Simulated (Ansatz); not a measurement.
# InGa3As4: the cost of one run

Computed with Ansatz 0.2.0 (DFT PBE, scalar-relativistic, plane waves, PAW, unless a step's input says otherwise).

## 1. The system as given

The structure is tetragonal, space group I-42m (No. 121). Conventional cell: a = 5.611 Å, b = 5.611 Å, c = 11.222 Å, α = 90.00°, β = 90.00°, γ = 90.00°. In (site symmetry -42m) is surrounded by 4 As at 2.43 Å. Ga (site symmetry -42m) has 4 As at 2.43 Å as nearest neighbours. Ga (site symmetry -4) has 4 As at 2.43 Å as nearest neighbours. As (site symmetry m) is surrounded by 1 In at 2.43 Å and 3 Ga at 2.43 Å.

As a file:

```cif
data_structure
_symmetry_space_group_name_H-M 'P 1'
_symmetry_Int_Tables_number 1
_cell_length_a 6.8718
_cell_length_b 6.8718
_cell_length_c 6.8718
_cell_angle_alpha 131.810
_cell_angle_beta 131.810
_cell_angle_gamma 70.529
_cell_volume 176.64
loop_
_atom_site_label
_atom_site_type_symbol
_atom_site_fract_x
_atom_site_fract_y
_atom_site_fract_z
_atom_site_occupancy
In1 In 0.50000 0.50000 0.00000 1
Ga1 Ga 0.00000 0.00000 0.00000 1
Ga2 Ga 0.25000 0.75000 0.50000 1
Ga3 Ga 0.75000 0.25000 0.50000 1
As1 As 0.62500 0.62500 0.50000 1
As2 As 0.12500 0.12500 0.50000 1
As3 As 0.87500 0.37500 0.00000 1
As4 As 0.37500 0.87500 0.00000 1
```

The start is an ordering of an alloy on its end members' structure types: elements ordered on the sites of the GaAs type, Ga/In on Ga (I-42m, No. 121).

## 2. A first look at the guess

Contents of input.yaml:

```yaml
crystal:
  lattice:
    - [-2.80541135, 2.80541135, 5.6108227]
    - [2.80541135, -2.80541135, 5.6108227]
    - [2.80541135, 2.80541135, -5.6108227]
  atoms:
    - { symbol: In, position: [0.5, 0.5, 0.0] }
    - { symbol: Ga, position: [0.0, 0.0, 0.0] }
    - { symbol: Ga, position: [0.25, 0.75, 0.5] }
    - { symbol: Ga, position: [0.75, 0.25, 0.5] }
    - { symbol: As, position: [0.625, 0.625, 0.5] }
    - { symbol: As, position: [0.125, 0.125, 0.5] }
    - { symbol: As, position: [0.875, 0.375, 0.0] }
    - { symbol: As, position: [0.375, 0.875, 0.0] }
basis:
  ecutwfc: 420
kpoints:
  mp_grid: { grid: [4, 4, 4] }
hamiltonian:
  xc: pbe
scf:
  occupations: { method: gaussian, width: 0.1 }
  lower_state_search: "off"
output:
  forces: true
  stress: true
  eigenvalues: true
```

Launch:

```
$ ansatz run input.yaml --threads 1 --pin off --max-ram 2560MiB --backend cpu --events-out ev --progress --plain --runs-dir out
```

What time and memory should one allow on 1 thread of Intel Xeon at 2.50GHz (Skylake/Cascade Lake), shared host?

About 29 s, with a peak of 0.5 GiB.
